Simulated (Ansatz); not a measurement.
# SnSe: the cost of one run

All numbers are computed with Ansatz 0.2.0 through its Python package. Level of theory: DFT r2SCAN, plane waves, PAW.

## (1) Starting point

The structure is cubic, space group Fm-3m (No. 225). Conventional cell: a = 6.020 Å, b = 6.020 Å, c = 6.020 Å, α = 90.00°, β = 90.00°, γ = 90.00°. Sn (site symmetry m-3m) is surrounded by 6 Se at 3.01 Å. Around Se (site symmetry m-3m) lie 6 Sn at 3.01 Å.

No structure file is read: the coordinates are typed or built in the script.

## (2) The script

Input file snse_vcrelax.py:

```python
import argparse
import warnings

import ansatz
from ase import Atoms
from ase.neighborlist import neighbor_list
import numpy as np
from pymatgen.core import Structure

parser = argparse.ArgumentParser(description="Relax cell and ions of SnSe.")
parser.add_argument("--mesh", type=int, nargs=3, required=True, help="k-point sampling")
parser.add_argument("--tolerance", type=float, required=True, help="SCF tolerance (eV)")
args = parser.parse_args()

def edges_and_angles(cell):
    cell = np.asarray(cell)
    a, b, c = np.linalg.norm(cell, axis=1)
    cosines = cell[1] @ cell[2] / (b * c), cell[0] @ cell[2] / (a * c), cell[0] @ cell[1] / (a * b)
    return (a, b, c, *np.degrees(np.arccos(cosines)))

warnings.simplefilter("ignore", ansatz.DeckWarning)

crystal = (
    ansatz.Lattice.of((0.0, 3.01, 3.01), (3.01, 0.0, 3.01), (3.01, 3.01, 0.0))
    .atom("Sn", (0.0, 0.0, 0.0))
    .atom("Se", (0.5, 0.5, 0.5))
)

calculation = (
    crystal.calculation()
    .kpoints(mesh=args.mesh)
    .functional(ansatz.Functional.R2SCAN)
    .occupations(ansatz.OccupationsMethod.FIXED)
    .pseudopotentials("paw")
    .scf(tolerance=args.tolerance)
    .relax(cell=True, stress_tolerance=0.1)
    .band_table()
)
steps = []


def collect(event):
    if event["event"] == "relax_step":
        steps.append(event["data"])


result = calculation.session().plan().execute(on_event=collect)
data = result.report
for s in steps:
    flag = "" if s["accepted"] else "  (rejected)"
    print("step %2d  E = %.5f eV  largest force component = %.4f eV/A%s" % (s["step"], s["lagrangian_ev"], s["allowed_force_max_ev_ang"], flag))

first, last = steps[0], steps[-1]
symbols = [site.symbol for site in result.lattice.sites]
print(f"energy gained {first['lagrangian_ev'] - last['lagrangian_ev']:.4f} eV in {len(steps) - 1} steps")
for label, vectors in (("before", first["cell_ang"]), ("after", result.lattice.cell_ang)):
    print(label, "a b c (A) {:.4f} {:.4f} {:.4f}  angles {:.2f} {:.2f} {:.2f}".format(*edges_and_angles(vectors)), f" V = {abs(np.linalg.det(vectors)):.3f} A^3")
print("final stress xx yy zz (GPa, compression positive):", np.round(np.diag(data["stress_gpa"]), 3) + 0.0)

final = Atoms(symbols, positions=last["positions_ang"], cell=result.lattice.cell_ang, pbc=True)
i, j, d = neighbor_list("ijd", final, 4.5)
print("neighbours within 1.1 times the shortest distance of each atom (A)")
for atom in range(len(final)):
    near = [m for m in np.argsort(d) if i[m] == atom]
    shell = [m for m in near if d[m] < 1.1 * d[near[0]]]
    print(f"{symbols[atom]}{atom} ({len(shell)}):", ", ".join(f"{symbols[j[m]]} {d[m]:.3f}" for m in shell))

print("atom   start x y z (A)              end x y z (A)")
for symbol, a, b in zip(symbols, first["positions_ang"], last["positions_ang"]):
    print(f"{symbol:3s}", " ".join(f"{v:8.4f}" for v in a), "  ", " ".join(f"{v:8.4f}" for v in b))

n_atoms = len(data["lattice"]["sites"])
print("F =", round(data["free_energy_ev"], 4), "eV for", n_atoms, "atoms")
print("E(sigma -> 0) =", round(data["energy_sigma0_ev"], 4), "eV, TS =", round(data["entropy_ts_ev"], 5), "eV")
print("closed by", data["closed_by"], "after", data["n_iterations"], "iterations")

final = Structure(result.lattice.cell_ang, [s.symbol for s in result.lattice.sites], [s.position_frac for s in result.lattice.sites])
for index, (site, neighbours) in enumerate(zip(final, final.get_all_neighbors(5.5))):
    first = min(n.nn_distance for n in neighbours)
    shell = [n for n in neighbours if n.nn_distance < 1.15 * first]
    mean = sum(n.nn_distance for n in shell) / len(shell)
    print(f"atom {index} {site.specie.symbol}: {len(shell)} neighbours within 1.15 of the shortest distance, mean {mean:.3f} A")

print("band  energy (eV)  occupation (first spin channel), at k =", data["kpoints_frac"][0])
for band, (e, occ) in enumerate(zip(data["eigenvalues_ev"][0], data["occupations"][0]), start=1):
    print(f"{band:4d} {e:12.4f} {occ:9.4f}")
```

## (3) What the engine is handed

The engine receives this input:

```yaml
crystal:
  lattice:
    - [0.0, 3.01, 3.01]
    - [3.01, 0.0, 3.01]
    - [3.01, 3.01, 0.0]
  atoms:
    - { symbol: Sn, position: [0.0, 0.0, 0.0] }
    - { symbol: Se, position: [0.5, 0.5, 0.5] }
kpoints:
  mp_grid:
    grid: [8, 8, 8]
hamiltonian:
  xc: r2scan
  pseudopotentials:
    kind: paw
scf:
  convergence:
    dr2_threshold: 1.0e-08
  occupations:
    method: fixed
relax:
  cell:
    stress_tol: 0.1
output:
  eigenvalues: true
```

## (4) Running it

Run with:

```sh
python snse_vcrelax.py --mesh 8 8 8 --tolerance 1e-08
```

Q: Estimate wall time and peak memory on 1 thread of Intel Xeon 6975P-C (Granite Rapids), shared host.

About 8.9 s, with a peak of 0.64 GiB.
